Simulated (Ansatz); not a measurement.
HfMoC2:

```
Hf Mo C
1.0
     3.19142    0.00000    0.00000
     0.00000    3.19142    0.00000
     0.00000    0.00000    4.48516
Hf Mo C
1 1 2
Direct
  0.00000 0.00000 0.00000
  0.50000 0.50000 0.50000
  0.50000 0.50000 0.00000
  0.00000 0.00000 0.50000
```

The cell comes from a database or a generator and needn't be the stable form of this composition.

Base run:

```yaml
Program: Ansatz 0.2.0
Functional: PBEsol
Potentials_or_basis: all-electron LAPW, scalar-relativistic
Cutoff: 301 eV (chosen from the basis error)
Basis_error_allowed: 0.002 eV/atom
k_mesh: 8 × 8 × 6
Occupations: fermi-dirac, width 0.05 eV
Spin: no spin polarisation
```

Its results: pressure -8.9 GPa.

The run is repeated on the same cell with these changes: functional from PBEsol to LDA. What comes out?

Pressure -14.3 GPa.

LDA binds more tightly than PBEsol, so the same cell stands under less pressure.
